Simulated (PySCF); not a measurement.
**A gas-phase reaction: BrHO3W + H2S → H2O3SW + BrH**

Wanted: the reaction energy for `[O]=[W](=[O])([OH])[Br]` + `S` → `[O]=[W](=[O])([OH])[SH]` + `Br`.

Programs: PySCF 2.14.0. All values are calculated, for the isolated system unless a continuum is named. Atoms count from 0, parts from 1.

## Step 1: Starting point

Each species was relaxed by itself at PBE0-D3(BJ)/def2-SVP.

## Step 2: Reaction energy: wB97M-D3(BJ)/def2-TZVPD

The job: settings as JSON, then the geometry in Å.

```
{"job": {"kind": "react", "xc": "wB97M-D3(BJ)", "basis": "def2-TZVPD"}, "charge": 0, "multiplicity": 1}
-1 BrHO3W charge 0 multiplicity 1
O      0.353060    -1.826980    -0.027960
W      0.364510    -0.129850    -0.060860
O      0.807240     0.296340    -1.642920
O     -1.343810     0.519790     0.309720
Br     2.047000     0.683880     1.486500
H     -2.227920     0.456780    -0.064470

-1 H2S charge 0 multiplicity 1
S     -0.009200     0.617090    -0.005270
H     -0.976930    -0.322980    -0.000340
H      0.966080    -0.315080     0.007740

+1 H2O3SW charge 0 multiplicity 1
O     -0.047740    -0.344840    -1.809660
W      0.360280     0.048740    -0.204600
O      1.989400     0.534390    -0.183890
O      0.087940    -1.428310     0.915640
S     -0.896350     1.925550     0.450970
H      0.513360    -2.279630     1.055250
H     -2.006880     1.543950    -0.223630

+1 BrH charge 0 multiplicity 1
Br     0.713960    -0.007540    -0.001510
H     -0.708040     0.010880     0.000730
```

Method: wB97M-D3(BJ)/def2-TZVPD reaction energy of separated species, gas phase.

Launch:

```bash
$ OMP_NUM_THREADS=1 python cluster_run.py task.json out
```

The driver reads the jobs from task.json and runs them one after another.

Log:

```text
species 1 (BrHO3W)
coarse grid: 34280 points
cycle   1  E = -2867.2061599301  dE = -2.336e+01  |g| = 1.848e+00  |ddm| = 1.592e+01
cycle   2  E = -2863.9634022083  dE =  3.243e+00  |g| = 4.656e+00  |ddm| = 3.638e+00
cycle   3  E = -2867.8018662772  dE = -3.838e+00  |g| = 4.660e-01  |ddm| = 2.588e+00
cycle   4  E = -2867.8255276280  dE = -2.366e-02  |g| = 2.894e-01  |ddm| = 3.593e-01
cycle   5  E = -2867.8391552053  dE = -1.363e-02  |g| = 3.470e-02  |ddm| = 1.383e-01
cycle   6  E = -2867.8394239275  dE = -2.687e-04  |g| = 1.024e-02  |ddm| = 3.287e-02
cycle   7  E = -2867.8394536596  dE = -2.973e-05  |g| = 2.707e-03  |ddm| = 1.309e-02
cycle   8  E = -2867.8394576183  dE = -3.959e-06  |g| = 1.816e-03  |ddm| = 4.891e-03
final grid: 67664 points
cycle   9  E = -2867.8391101357  dE = -1.756e-07  |g| = 2.585e-03  |ddm| = 3.888e-03
cycle  10  E = -2867.8391075254  dE =  2.610e-06  |g| = 4.721e-03  |ddm| = 3.659e-03
cycle  11  E = -2867.8391114133  dE = -3.888e-06  |g| = 3.962e-04  |ddm| = 2.359e-03
cycle  12  E = -2867.8391114495  dE = -3.626e-08  |g| = 1.200e-04  |ddm| = 3.164e-04
cycle  13  E = -2867.8391114657  dE = -1.619e-08  |g| = 1.395e-04  |ddm| = 3.809e-04
cycle  14  E = -2867.8391114700  dE = -4.258e-09  |g| = 1.641e-05  |ddm| = 1.220e-04
cycle  15  E = -2867.8391114701  dE = -9.959e-11  |g| = 9.345e-06  |ddm| = 2.095e-05
converged SCF energy = -2867.8391114701

species 2 (H2S)
coarse grid: 11264 points
cycle   1  E = -399.4336490123  dE = -1.414e-01  |g| = 1.943e-01  |ddm| = 1.017e+00
cycle   2  E = -399.4459578163  dE = -1.231e-02  |g| = 1.107e-01  |ddm| = 2.398e-01
cycle   3  E = -399.4491632421  dE = -3.205e-03  |g| = 1.575e-02  |ddm| = 9.275e-02
cycle   4  E = -399.4492375801  dE = -7.434e-05  |g| = 4.850e-03  |ddm| = 1.790e-02
cycle   5  E = -399.4492498293  dE = -1.225e-05  |g| = 9.351e-04  |ddm| = 7.544e-03
cycle   6  E = -399.4492505636  dE = -7.343e-07  |g| = 1.778e-04  |ddm| = 2.129e-03
final grid: 22496 points
cycle   7  E = -399.4492380514  dE = -2.332e-08  |g| = 1.137e-04  |ddm| = 6.003e-04
cycle   8  E = -399.4492380544  dE = -2.997e-09  |g| = 6.812e-05  |ddm| = 1.504e-04
cycle   9  E = -399.4492380552  dE = -7.705e-10  |g| = 8.784e-06  |ddm| = 6.003e-05
converged SCF energy = -399.4492380552

species 3 (H2O3SW)
coarse grid: 35736 points
cycle   1  E = -691.8921525409  dE = -2.244e+01  |g| = 1.821e+00  |ddm| = 1.557e+01
cycle   2  E = -689.0379098387  dE =  2.854e+00  |g| = 4.416e+00  |ddm| = 3.581e+00
cycle   3  E = -692.4757736300  dE = -3.438e+00  |g| = 4.560e-01  |ddm| = 2.525e+00
cycle   4  E = -692.5014489508  dE = -2.568e-02  |g| = 2.628e-01  |ddm| = 3.569e-01
cycle   5  E = -692.5126359013  dE = -1.119e-02  |g| = 4.059e-02  |ddm| = 1.311e-01
cycle   6  E = -692.5130011393  dE = -3.652e-04  |g| = 1.099e-02  |ddm| = 3.909e-02
cycle   7  E = -692.5130275350  dE = -2.640e-05  |g| = 7.895e-03  |ddm| = 1.398e-02
cycle   8  E = -692.5130405812  dE = -1.305e-05  |g| = 2.449e-03  |ddm| = 6.055e-03
cycle   9  E = -692.5130430131  dE = -2.432e-06  |g| = 7.996e-04  |ddm| = 3.737e-03
final grid: 71704 points
cycle  10  E = -692.5128578531  dE = -3.582e-07  |g| = 8.150e-04  |ddm| = 3.328e-03
cycle  11  E = -692.5128577299  dE =  1.233e-07  |g| = 1.296e-03  |ddm| = 1.442e-03
cycle  12  E = -692.5128580389  dE = -3.090e-07  |g| = 2.346e-04  |ddm| = 7.834e-04
cycle  13  E = -692.5128580542  dE = -1.532e-08  |g| = 7.313e-05  |ddm| = 2.045e-04
cycle  14  E = -692.5128580613  dE = -7.074e-09  |g| = 5.070e-05  |ddm| = 2.424e-04
cycle  15  E = -692.5128580619  dE = -6.039e-10  |g| = 1.796e-05  |ddm| = 5.073e-05
converged SCF energy = -692.5128580619

species 4 (BrH)
coarse grid: 9808 points
cycle   1  E = -2574.7445269500  dE = -1.114e+00  |g| = 2.813e-01  |ddm| = 9.891e-01
cycle   2  E = -2574.7574656032  dE = -1.294e-02  |g| = 1.487e-01  |ddm| = 2.652e-01
cycle   3  E = -2574.7608924267  dE = -3.427e-03  |g| = 8.639e-03  |ddm| = 8.695e-02
cycle   4  E = -2574.7609297171  dE = -3.729e-05  |g| = 2.515e-03  |ddm| = 1.266e-02
cycle   5  E = -2574.7609341177  dE = -4.401e-06  |g| = 6.635e-04  |ddm| = 4.933e-03
final grid: 18448 points
cycle   6  E = -2574.7609188541  dE = -1.901e-07  |g| = 4.145e-04  |ddm| = 9.401e-04
cycle   7  E = -2574.7609188817  dE = -2.762e-08  |g| = 2.982e-04  |ddm| = 4.150e-04
cycle   8  E = -2574.7609188895  dE = -7.836e-09  |g| = 3.346e-05  |ddm| = 1.454e-04
cycle   9  E = -2574.7609188906  dE = -1.041e-09  |g| = 1.092e-05  |ddm| = 6.317e-05
cycle  10  E = -2574.7609188906  dE = -5.184e-11  |g| = 1.699e-06  |ddm| = 1.272e-05
converged SCF energy = -2574.7609188906

Reaction energy = 8.853 kcal/mol
```

It took 54 s on 1 thread of Arm Neoverse V2, shared host; peak memory 0.79 GiB.

Species by species (with the dispersion term, which the log's SCF energies lack):

```csv
ν,species,energy (Eh),HOMO (eV)
-1,[O]=[W](=[O])([OH])[Br],-2867.84476,-11.38
-1,S,-399.45058,-9.89
+1,[O]=[W](=[O])([OH])[SH],-692.51975,-10.62
+1,Br,-2574.76149,-11.15
```

## Step 3: Reaction energy: PBE0-D3(BJ)/def2-TZVPD

Same as in step 2 but for these lines:

```diff
@@ -1,2 +1,2 @@
-{"job": {"kind": "react", "xc": "wB97M-D3(BJ)", "basis": "def2-TZVPD"}, "charge": 0, "multiplicity": 1}
+{"job": {"kind": "react", "xc": "PBE0", "basis": "def2-TZVPD", "disp": "d3bj"}, "charge": 0, "multiplicity": 1}
 -1 BrHO3W charge 0 multiplicity 1
```

Method: PBE0-D3(BJ)/def2-TZVPD reaction energy of separated species, gas phase.

Log:

```text
species 1 (BrHO3W)
coarse grid: 34280 points
cycle   1  E = -2866.5602663379  dE = -2.288e+01  |g| = 1.968e+00  |ddm| = 1.590e+01
cycle   2  E = -2857.1563566807  dE =  9.404e+00  |g| = 6.386e+00  |ddm| = 6.393e+00
cycle   3  E = -2867.0727310024  dE = -9.916e+00  |g| = 1.051e+00  |ddm| = 5.695e+00
cycle   4  E = -2867.2003358012  dE = -1.276e-01  |g| = 7.372e-01  |ddm| = 9.317e-01
cycle   5  E = -2867.2947890472  dE = -9.445e-02  |g| = 8.117e-02  |ddm| = 3.663e-01
cycle   6  E = -2867.2959304500  dE = -1.141e-03  |g| = 3.885e-02  |ddm| = 8.052e-02
cycle   7  E = -2867.2961831088  dE = -2.527e-04  |g| = 1.489e-02  |ddm| = 2.867e-02
cycle   8  E = -2867.2962113607  dE = -2.825e-05  |g| = 1.000e-02  |ddm| = 1.303e-02
cycle   9  E = -2867.2962284727  dE = -1.711e-05  |g| = 2.539e-03  |ddm| = 6.020e-03
cycle  10  E = -2867.2962300400  dE = -1.567e-06  |g| = 6.824e-04  |ddm| = 2.598e-03
final grid: 67664 points
cycle  11  E = -2867.2961586836  dE =  3.387e-08  |g| = 1.111e-03  |ddm| = 2.856e-03
cycle  12  E = -2867.2961575998  dE =  1.084e-06  |g| = 2.620e-03  |ddm| = 2.196e-03
cycle  13  E = -2867.2961588563  dE = -1.256e-06  |g| = 5.631e-04  |ddm| = 1.566e-03
cycle  14  E = -2867.2961589196  dE = -6.329e-08  |g| = 6.055e-05  |ddm| = 3.835e-04
cycle  15  E = -2867.2961589203  dE = -7.130e-10  |g| = 1.918e-05  |ddm| = 4.216e-05
converged SCF energy = -2867.2961589203

species 2 (H2S)
coarse grid: 2864 points
cycle   1  E = -399.2519280026  dE = -9.172e-02  |g| = 1.627e-01  |ddm| = 1.023e+00
cycle   2  E = -399.2539089663  dE = -1.981e-03  |g| = 1.597e-01  |ddm| = 2.974e-01
cycle   3  E = -399.2614939168  dE = -7.585e-03  |g| = 1.496e-02  |ddm| = 1.475e-01
cycle   4  E = -399.2615086161  dE = -1.470e-05  |g| = 1.129e-03  |ddm| = 5.889e-03
cycle   5  E = -399.2615090089  dE = -3.928e-07  |g| = 6.345e-04  |ddm| = 1.743e-03
final grid: 22496 points
cycle   6  E = -399.2625317183  dE = -7.104e-06  |g| = 4.894e-03  |ddm| = 1.695e-02
cycle   7  E = -399.2625323560  dE = -6.377e-07  |g| = 3.952e-03  |ddm| = 6.688e-03
cycle   8  E = -399.2625352709  dE = -2.915e-06  |g| = 2.927e-04  |ddm| = 3.498e-03
cycle   9  E = -399.2625352990  dE = -2.809e-08  |g| = 3.596e-05  |ddm| = 2.369e-04
cycle  10  E = -399.2625352994  dE = -3.650e-10  |g| = 6.369e-06  |ddm| = 2.931e-05
converged SCF energy = -399.2625352994

species 3 (H2O3SW)
coarse grid: 35736 points
cycle   1  E = -691.3591920108  dE = -2.193e+01  |g| = 1.945e+00  |ddm| = 1.555e+01
cycle   2  E = -683.6425020997  dE =  7.717e+00  |g| = 6.152e+00  |ddm| = 4.670e+00
cycle   3  E = -691.9050438252  dE = -8.263e+00  |g| = 9.517e-01  |ddm| = 3.875e+00
cycle   4  E = -692.0095426240  dE = -1.045e-01  |g| = 6.527e-01  |ddm| = 8.329e-01
cycle   5  E = -692.0828067481  dE = -7.326e-02  |g| = 1.032e-01  |ddm| = 3.228e-01
cycle   6  E = -692.0848753509  dE = -2.069e-03  |g| = 4.046e-02  |ddm| = 9.374e-02
cycle   7  E = -692.0850981772  dE = -2.228e-04  |g| = 2.554e-02  |ddm| = 3.158e-02
cycle   8  E = -692.0852159813  dE = -1.178e-04  |g| = 7.577e-03  |ddm| = 1.553e-02
cycle   9  E = -692.0852264871  dE = -1.051e-05  |g| = 2.111e-03  |ddm| = 5.043e-03
cycle  10  E = -692.0852273042  dE = -8.171e-07  |g| = 9.596e-04  |ddm| = 2.339e-03
final grid: 71704 points
cycle  11  E = -692.0852889891  dE =  3.086e-07  |g| = 1.666e-03  |ddm| = 3.103e-03
cycle  12  E = -692.0852869736  dE =  2.016e-06  |g| = 3.569e-03  |ddm| = 3.623e-03
cycle  13  E = -692.0852894625  dE = -2.489e-06  |g| = 9.049e-04  |ddm| = 2.374e-03
cycle  14  E = -692.0852896335  dE = -1.710e-07  |g| = 4.620e-05  |ddm| = 5.955e-04
cycle  15  E = -692.0852896340  dE = -4.885e-10  |g| = 1.602e-05  |ddm| = 3.837e-05
converged SCF energy = -692.0852896340

species 4 (BrH)
coarse grid: 9808 points
cycle   1  E = -2574.4494958624  dE = -1.080e+00  |g| = 2.722e-01  |ddm| = 1.043e+00
cycle   2  E = -2574.4541292760  dE = -4.633e-03  |g| = 1.697e-01  |ddm| = 2.595e-01
cycle   3  E = -2574.4588726412  dE = -4.743e-03  |g| = 2.987e-02  |ddm| = 1.190e-01
cycle   4  E = -2574.4591012062  dE = -2.286e-04  |g| = 4.144e-03  |ddm| = 2.197e-02
cycle   5  E = -2574.4591051906  dE = -3.984e-06  |g| = 1.308e-03  |ddm| = 4.257e-03
final grid: 18448 points
cycle   6  E = -2574.4591063265  dE = -6.974e-08  |g| = 1.372e-03  |ddm| = 2.019e-03
cycle   7  E = -2574.4591063408  dE = -1.424e-08  |g| = 1.396e-03  |ddm| = 1.787e-03
cycle   8  E = -2574.4591065608  dE = -2.200e-07  |g| = 5.112e-05  |ddm| = 8.378e-04
cycle   9  E = -2574.4591065615  dE = -6.630e-10  |g| = 1.020e-05  |ddm| = 4.388e-05
converged SCF energy = -2574.4591065615

Reaction energy = 8.737 kcal/mol
```

Run time: 28 s. Hardware: 1 thread of Arm Neoverse V2, shared host; peak memory 0.71 GiB.

Reaction energy at this level: 8.74 kcal/mol.

## Step 4: Side by side

Energies in kcal/mol, with wall time:

| run | reaction | time |
| --- | --- | --- |
| wB97M-D3(BJ)/def2-TZVPD | 8.85 | 54 s |
| PBE0-D3(BJ)/def2-TZVPD | 8.74 | 28 s |

## Step 5: What came out

| quantity | value |
| --- | --- |
| reaction energy (wB97M-D3(BJ)/def2-TZVPD) | 8.85 kcal/mol |
| ΔH, ΔG at 298 K (xTB thermal terms) | +8.0, +8.0 kcal/mol |
| range of the reaction energy over the runs of this table | 8.74 to 8.85 kcal/mol |

The reaction is endothermic by 8.0 kcal/mol in the gas phase; dispersion gives -0.29, and xTB itself gave 36.68 for the electronic energy (xTB energies and thermal terms come from the earlier relaxation of each species, not shown). No barrier was sought. xTB and this level differ widely in the electronic energy, so what comes from xTB (the thermal terms above all) is less safe here. The reaction energy runs from 8.74 (PBE0-D3(BJ)/def2-TZVPD) to 8.85 kcal/mol (wB97M-D3(BJ)/def2-TZVPD).
